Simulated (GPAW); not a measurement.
Wanted: an ASE script for a GPAW 26.7.0 run.

| Quantity | Value |
| --- | --- |
| Task | electron localisation function |
| Functional | vdW-DF-cx |
| Potentials or basis | GPAW PAW data sets (gpaw-data 1.2.1) |
| Cutoff | 450 eV |
| Basis | pw |
| k mesh | 12 × 12 × 1 |
| Occupations | fermi-dirac, width 0.05 eV |
| Spin | no spin polarisation |
| Maxiter | 150 |
| Dipole layer | yes |

The structure of Cu lies in POSCAR:

```
Cu
1.0
    2.5307640267      0.0000000000      0.0000000000
   -1.2653820133      2.1917059381      0.0000000000
    0.0000000000      0.0000000000     25.3272688500
Cu
6
Direct
    0.6666666700      0.3333333400      0.2961235198
    0.0000000000      0.0000000000      0.3776741119
    0.3333333300      0.6666666600      0.4592247040
    0.0000000000      0.0000000000      0.5407752960
    0.6666666700      0.3333333400      0.6223258881
    0.0000000000      0.0000000000      0.7038764802
```

The cell isn't the ideal one: the (0 0 1) slab of Cu, cut from the database cell, not relaxed.

These files were run (other wordings do the same):

run.py

```python
from ase.dft.bandgap import bandgap
from ase.io import read, write
from ase.units import Bohr
from gpaw import GPAW, PW
from gpaw.elf import elf_from_dft_calculation

atoms = read('POSCAR')
atoms.pbc = (True, True, False)

calc = GPAW(mode=PW(450),
            xc={'name': 'vdW-DF-cx', 'backend': 'libvdwxc'},
            kpts={'size': (12, 12, 1), 'gamma': True},
            occupations={'name': 'fermi-dirac', 'width': 0.05},
            nbands=61,
            convergence={'density': 1e-05, 'energy': 1e-05},
            maxiter=150,
            poissonsolver={'dipolelayer': 'xy'},
            txt='gpaw.txt')
atoms.calc = calc
energy = atoms.get_potential_energy()
forces = atoms.get_forces()
calc.write('gs.gpw')
write('result.traj', atoms)
print(f'Energy: {energy:.6f} eV')
print('Forces (eV/A):')
print(forces.round(4))
print('Fermi level:', round(calc.get_fermi_level(), 4), 'eV')
print(f'Gap: {bandgap(calc)[0]:.4f} eV, direct: {bandgap(calc, direct=True)[0]:.4f} eV')

# fields on the real-space grid
write('density.cube', atoms, data=calc.get_pseudo_density() * Bohr**3)
write('potential.cube', atoms, data=calc.get_electrostatic_potential())
write('elf.cube', atoms, data=elf_from_dft_calculation(calc).data)
```

Potentials or basis: GPAW PAW data sets (gpaw-data 1.2.1), pw.

Command:

```bash
$ OMP_NUM_THREADS=1 python run.py
```

It gave:

```json
{"Largest force": "0.172 eV/Å", "Band gap on the k mesh": "none (metal or under the smearing width)"}
```

Caveat: the PAW data sets were made with another functional, which shifts forces and pressure a little.

Run time: 110 s on 1 thread of Intel(R) Xeon(R) 6975P-C (Granite Rapids) (shared host), peak memory 0.28 GiB.
